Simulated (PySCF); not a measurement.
# AsFH3O: the cost of one run

Programs: PySCF 2.14.0. All values are calculated, for the isolated system unless a continuum is named. Atoms count from 0, parts from 1.

### Step 1. The system as given

6 atoms, charge -1, multiplicity 1; geometry: GFN2-xTB. Parts: 1 = atoms 0–3, `F[AsH2]`, charge 0; 2 = atoms 4–5, `[OH-]`, charge -1. In the given geometry As0 and O4 of different parts are bonded (1.97 Å), so values for the parts refer to these atom groups.

### Step 2. Relaxing the molecule at PBE0-D3(BJ)/def2-TZVPD

Job settings and geometry (Å):

```
{"job": {"xc": "PBE0", "basis": "def2-TZVPD", "d3": "d3bj", "grid": 3, "kind": "geom", "shake": 0.01}, "charge": -1, "multiplicity": 1, "parts": [{"atoms": "0-3", "charge": 0, "multiplicity": 1}, {"atoms": "4-5", "charge": -1, "multiplicity": 1}]}
As    -0.256748     0.467609     1.178412
F     -0.879796    -1.331778     0.090085
H      1.024667    -0.130337     0.947231
H     -0.273036     1.038176    -0.213055
O      0.722603     2.074747     1.759008
H      0.164585     2.621222     2.326757
```

Run with:

```bash
$ OMP_NUM_THREADS=1 python cluster_run.py task.json out
```

This one command runs all jobs of the session in turn.

**Question.** How long does this first job take on 1 thread of Arm Neoverse N1, shared host, and how much memory does it need?

About 2.8 min, with a peak of 0.62 GiB.
